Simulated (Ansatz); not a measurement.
# K3Ge (Fm-3m) in Ansatz: convergence with n extra bands

Aim: find how far n extra bands must go before the results for K3Ge settle, at r2SCAN. This setting moves, with any that are tied to it; all else stays.

All numbers are computed with Ansatz 0.2.0; they aren't measurements. Logs are shortened: lines on timing, memory, paths and dates and some standing lists are left out, and cuts for length are marked.

## 1. The structure

It takes space group Fm-3m (No. 225, cubic). The conventional cell has a = 8.622 Å, b = 8.622 Å, c = 8.622 Å, α = 90.00°, β = 90.00°, γ = 90.00°. Around Ge (site symmetry m-3m) lie 8 K at 3.73 Å. K (site symmetry m-3m) is surrounded by 8 K at 3.73 Å. K (site symmetry -43m) has 4 K at 3.73 Å and 4 Ge at 3.73 Å as nearest neighbours.

The cell comes from a database or a generator and needn't be the stable form of this composition.

## 2. With n extra bands 1

File input.yaml:

```yaml
crystal:
  lattice:
    - [0.0, 4.311011, 4.311011]
    - [4.311011, 0.0, 4.311011]
    - [4.311011, 4.311011, 0.0]
  atoms:
    - { symbol: Ge, position: [0.0, 0.0, 0.0] }
    - { symbol: K, position: [0.5, 0.5, 0.5] }
    - { symbol: K, position: [0.75, 0.75, 0.75] }
    - { symbol: K, position: [0.25, 0.25, 0.25] }
hamiltonian:
  xc: r2scan
  pseudopotentials: { kind: paw }
kpoints:
  mp_grid: { grid: [5, 5, 5] }
scf:
  occupations: { method: cold, width: 0.05 }
  n_extra_bands: 1
output:
  forces: true
  stress: true
  eigenvalues: true
```

Potentials or basis: Ansatz PAW.

The run is started by

```sh
$ ansatz run input.yaml --threads 2 --pin off --max-ram 5632MiB --backend cpu --events-out ev --progress --plain --runs-dir out
```

The log of the run:

```text
Warning: RAYON_NUM_THREADS=2 ignored (pool sized by the plan → 2); use --threads N
scf.n_extra_bands = 1 over 21 filled bands (N_el = 41.0): the run solves 22 bands
Engine: ansatz 0.2.0, aarch64-unknown-linux-gnu
Pseudopotentials: kind: paw
Pseudopotential: Ge, paw, valence charge 14, recommended cutoff 500 eV (meta_gga), Ge.paw.azcp
Pseudopotential: K, paw, valence charge 9, recommended cutoff 500 eV (meta_gga), K.paw.azcp
Functional definition: r2SCAN
  parameter k0 = 0.174
  parameter k1 = 0.065
  parameter a1 = 4.9479
  exchange = r2scan_x(k0 = k0, k1 = k1, a1 = a1)
  correlation = r2scan_c
Crystal: 4 atoms, lattice volume = 160.239 Å³
Basis set: ecut = 500 eV, 4015 PW (Γ), exchange–correlation on 180×180×180 points (64 copies of the dense FFT grid, shifted against one another)
Bands: 22, of which v1, the nominal top of the filled ones, is band 21 counted from 1 (20 counted from 0)
Symmetry: 48 space group operations
Space group: Fm-3m (ITA 225), of the structure as read, at distance tolerance 5.4e-5 Å
k-points: 10 of 125
Non-local potential: Ge, projectors of the file, l = 0: 2, l = 1: 2, l = 2: 3, l = 3: 1
Non-local potential: K, projectors of the file, l = 0: 3, l = 1: 2, l = 2: 2
PAW form: soft (Blöchl's): semilocal exchange-correlation on the pseudo side does not see the compensation charge
PAW frozen core: Ge, regenerated for the run's functional (the file was generated under x = pbe(κ = 0.804, μ = 0.2195149727645171), c = pbe(β = 0.06672455060314922))
PAW frozen core: K, regenerated for the run's functional (the file was generated under x = pbe(κ = 0.804, μ = 0.2195149727645171), c = pbe(β = 0.06672455060314922))
PAW one-centre angular grid: Ge, 590 points (default); XC on 160 Gauss nodes
PAW one-centre angular grid: K, 302 points (default); XC on 160 Gauss nodes
Initial density: superposition of atomic densities (neutral atoms: chi_scale 0, normalization atom), corrected by the library's trained network
Initial wavefunctions: pseudopotential atomic-orbital guess
Functional: x = r2scan, c = r2scan; τ floored in thin density (d = 2e-4 eV/Å³)
SCF iter   1: F=—  HF=-8929.884677 eV  |F-HF|=—  |Δ(HF+E_count)|=         —  Δρ=4.49e-3  dr2=5.50e-2  dr2_τ=1.25e-3  ethr=1.77e-3  ⟨swp⟩=6.3  Hψ=942  notcnv=0
preconditioner: auto → Kerker (q_TF=auto, 2.174 Å⁻¹)  [metal: Δε(μ)=0.048 eV  Ē_g=3.893 eV  σ=0.050 eV  W_gap=0.43  n_scr=26 (ndim 8)  ℏωp=7.8 eV  f_vac=0.000  D(μ)=23.36/eV (n_scr^D=338)]
SCF iter   2: F=—  HF=-8929.895388 eV  |F-HF|=—  |Δ(HF+E_count)|=   1.07e-2  S|Δr|=    0.00e0  Δρ=2.50e-3  dr2=2.74e-2  dr2_τ=1.44e-4  ethr=1.34e-4  ⟨swp⟩=2.2  Hψ=492  notcnv=0
SCF iter   3: F=—  HF=-8929.890802 eV  |F-HF|=—  |Δ(HF+E_count)|=   4.59e-3  S|Δr|=    0.00e0  Δρ=1.13e-3  dr2=6.08e-3  dr2_τ=6.48e-5  ethr=6.68e-5  ⟨swp⟩=2.0  Hψ=255  notcnv=0
SCF iter   4: F=—  HF=-8929.889503 eV  |F-HF|=—  |Δ(HF+E_count)|=   1.30e-3  S|Δr|=    0.00e0  Δρ=5.50e-4  dr2=5.80e-4  dr2_τ=1.66e-5  ethr=1.48e-5  ⟨swp⟩=2.0  Hψ=393  notcnv=0
SCF iter   5: F=—  HF=-8929.889671 eV  |F-HF|=—  |Δ(HF+E_count)|=   1.68e-4  S|Δr|=    0.00e0  Δρ=1.57e-4  dr2=1.25e-4  dr2_τ=1.15e-6  ethr=1.41e-6  ⟨swp⟩=2.3  Hψ=308  notcnv=0
SCF iter   6: F=—  HF=-8929.889658 eV  |F-HF|=—  |Δ(HF+E_count)|=   1.30e-5  S|Δr|=    0.00e0  Δρ=4.72e-5  dr2=9.39e-6  dr2_τ=1.22e-7  ethr=3.05e-7  ⟨swp⟩=2.0  Hψ=336  notcnv=0
SCF iter   7: F=—  HF=-8929.889578 eV  |F-HF|=—  |Δ(HF+E_count)|=   7.97e-5  S|Δr|=    0.00e0  Δρ=1.51e-5  dr2=1.03e-6  dr2_τ=2.26e-8  ethr=2.29e-8  ⟨swp⟩=2.0  Hψ=395  notcnv=0
SCF iter   8: F=-8929.889578 eV  HF=-8929.889578 eV  |F-HF|=9.29e-9  |Δ(HF+E_count)|=   2.67e-7  S|Δr|=    0.00e0  Δρ=5.08e-6  dr2=8.10e-8  dr2_τ=3.60e-9  ethr=2.44e-10  ⟨swp⟩=3.6  Hψ=1132  notcnv=0
SCF 1 converged in 8 iterations: F = -8929.889578 eV  dr2 = 8.10e-8
SCF converged after 8 iterations
Stability not checked: this state was not tested for a lower state beside it, because cold or Methfessel-Paxton smearing, or corrected tetrahedra, fill the levels in a way that the test cannot read (fill_not_monotonic; see scf.lower_state_search)
Free energy (F): -8929.889578 eV
Harris-Foulkes:  -8929.889578 eV  (|F-HF|=9.29e-9)
Internal energy: -8929.880390 eV  (E = F + TS)
E sigma→0 (E₀):  -8929.886515 eV
Entropy (-TS):   -0.009187 eV (-2.297 meV/atom)
Fermi energy:    3.919560 eV
--- Per-component energies (eV) ---
  E_band       = -572.461243
  E_kinetic    = 868.586149
  E_local      = -4640.204085  (includes V_loc(G=0)·N_el)
  E_nonlocal   = 455.741707
  E_hartree    = 1862.760453
  E_xc         = -467.275768
  E_vxc        = -621.708643  (∫ρ·V_xc dr)
  E_paw        = -4395.854736  (= ΣΔE_a)
  E_vpaw       = -397.557648  (= ΣTr[D̂ρ^β])
  E_aug_tail   = 0.000010  (compensation charges beyond the density's cutoff)
  E_vtau       = 37.168003  (kinetic-family band-sum trace: ∫τ·v_τ [+ j·A + Jᵃ·Aᵃ] dr)
  E_ewald      = -2611.959799
  E_core_change = -1.674321  (= ΣΔE_core)
  E_smearing   = -0.009187  (= −TS)
  E_closure    = 0.000000  (closes the sum)
  Σ components = -8929.889578   (vs F -8929.889578, Δ=0.00e0)
--- Forces (eV/Å), atoms counted from 1 ---
  atom   1  Ge     0.00000000    -0.00000000     0.00000000
  atom   2  K      0.00000000    -0.00000000    -0.00000000
  atom   3  K     -0.00000000     0.00000000     0.00000000
  atom   4  K     -0.00000000     0.00000000    -0.00000000
  max |Σ_I F_I| component: 3.70e-17 eV/Å
--- Stress (GPa, compression-positive) ---
       -0.530630       0.000000       0.000000
        0.000000      -0.530630      -0.000000
        0.000000      -0.000000      -0.530630
  P = ⅓ Tr σ = -0.5306 GPa (-5.306 kbar)
--- Band table (eV; the first three rows and the last of 10) ---
  k-point 0: bands = ["-29.5132", "-28.5950", "-28.5835", "-20.0746", "-20.0746", "-20.0746", "-20.0728", "-20.0728", "-12.2442", "-12.2442", "-12.2442", "-11.3621", "-11.3621", "-11.3621", "-11.2822", "-11.2822", "-11.2822", "-3.1912", "4.0062", "4.0062", "4.0062", "4.3611"]
  k-point 1: bands = ["-29.5129", "-28.5941", "-28.5847", "-20.0746", "-20.0746", "-20.0745", "-20.0728", "-20.0728", "-12.2464", "-12.2464", "-12.2454", "-11.3540", "-11.3540", "-11.3499", "-11.2984", "-11.2885", "-11.2885", "-3.1324", "3.2054", "3.9624", "3.9624", "5.4276"]
  k-point 2: bands = ["-29.5124", "-28.5915", "-28.5878", "-20.0746", "-20.0746", "-20.0745", "-20.0728", "-20.0728", "-12.2499", "-12.2499", "-12.2471", "-11.3357", "-11.3357", "-11.3325", "-11.3224", "-11.3039", "-11.3039", "-3.0368", "2.7269", "3.8998", "3.8998", "6.0514"]
  k-point 9: bands = ["-29.5121", "-28.5908", "-28.5888", "-20.0745", "-20.0745", "-20.0745", "-20.0728", "-20.0728", "-12.2579", "-12.2507", "-12.2443", "-11.3739", "-11.3546", "-11.3268", "-11.3074", "-11.2875", "-11.2822", "-2.9954", "3.0282", "3.4702", "3.7627", "5.9144"]
```

Run time: 3.9 s. Hardware: 2 threads of Arm Neoverse V1, shared host; peak memory 0.77 GiB.

Results:

```
Free energy            : -8929.8896 eV
Pressure               : -0.5 GPa
Band gap on the k mesh : none (metal or under the smearing width)
```

## 3. With n extra bands 2

input.yaml: that of step 2 with these lines changed.

```diff
@@ -17,3 +17,3 @@
   occupations: { method: cold, width: 0.05 }
-  n_extra_bands: 1
+  n_extra_bands: 2
 output:
```

Potentials or basis: Ansatz PAW.

The run is started by

```sh
$ ansatz run input.yaml --threads 2 --pin off --max-ram 5632MiB --backend cpu --events-out ev --progress --plain --runs-dir out
```

Wall time 4.1 s (2 threads of Arm Neoverse V1, shared host); peak memory 0.77 GiB.

What came out:

* Free energy: -8929.8896 eV
* Pressure: -0.5 GPa
* Band gap on the k mesh: none (metal or under the smearing width)

## 4. With n extra bands 4

input.yaml: that of step 3 with these lines changed.

```diff
@@ -17,3 +17,3 @@
   occupations: { method: cold, width: 0.05 }
-  n_extra_bands: 2
+  n_extra_bands: 4
 output:
```

The run is started by

```sh
$ ansatz run input.yaml --threads 2 --pin off --max-ram 5632MiB --backend cpu --events-out ev --progress --plain --runs-dir out
```

It took 4.3 s on 2 threads of Arm Neoverse V1, shared host; peak memory 0.77 GiB.

Results:

```
Free energy            : -8929.8896 eV
Pressure               : -0.5 GPa
Band gap on the k mesh : none (metal or under the smearing width)
```

## 5. With n extra bands 8

input.yaml: that of step 4 with these lines changed.

```diff
@@ -17,3 +17,3 @@
   occupations: { method: cold, width: 0.05 }
-  n_extra_bands: 4
+  n_extra_bands: 8
 output:
```

The run is started by

```sh
$ ansatz run input.yaml --threads 2 --pin off --max-ram 5632MiB --backend cpu --events-out ev --progress --plain --runs-dir out
```

It took 4.6 s on 2 threads of Arm Neoverse V1, shared host; peak memory 0.77 GiB.

The run converged. Its results:

```yaml
Free_energy: -8929.8896 eV
Pressure: -0.5 GPa
Band_gap_on_the_k_mesh: none (metal or under the smearing width)
```

## 6. With n extra bands 16

input.yaml: that of step 5 with these lines changed.

```diff
@@ -17,3 +17,3 @@
   occupations: { method: cold, width: 0.05 }
-  n_extra_bands: 8
+  n_extra_bands: 16
 output:
```

Potentials or basis: Ansatz PAW.

The run is started by

```sh
$ ansatz run input.yaml --threads 2 --pin off --max-ram 5632MiB --backend cpu --events-out ev --progress --plain --runs-dir out
```

Run time: 4.9 s. Hardware: 2 threads of Arm Neoverse V1, shared host; peak memory 0.78 GiB.

It converged, with:

```yaml
Free_energy: -8929.8896 eV
Pressure: -0.5 GPa
Band_gap_on_the_k_mesh: none (metal or under the smearing width)
```

## 7. With n extra bands 32

input.yaml: that of step 6 with these lines changed.

```diff
@@ -17,3 +17,3 @@
   occupations: { method: cold, width: 0.05 }
-  n_extra_bands: 16
+  n_extra_bands: 32
 output:
```

The run is started by

```sh
$ ansatz run input.yaml --threads 2 --pin off --max-ram 5632MiB --backend cpu --events-out ev --progress --plain --runs-dir out
```

Run time: 5.6 s. Hardware: 2 threads of Arm Neoverse V1, shared host; peak memory 0.79 GiB.

It converged, with:

```
Free energy            : -8929.8896 eV
Pressure               : -0.5 GPa
Band gap on the k mesh : none (metal or under the smearing width)
```

## 8. Summary

```csv
n extra bands,"energy less the tightest run, at zero smearing (meV/atom)",SCF cycles,CPU time (s),peak memory (GiB)
1,0.00,8,7.5,0.77
2,0.00,8,7.9,0.77
4,0.00,8,8.2,0.77
8,0.00,8,8.8,0.77
16,0.00,8,9.4,0.78
32,0.00,8,11,0.79
```

Against the tightest run, the energy stays within 1 meV/atom from 1 on. The tightest run that finished is the yardstick and may itself not be fully converged.

Caveats: the PAW data sets come from PBE, with cores solved anew for the run's functional, which leaves a small shift of forces and pressure.
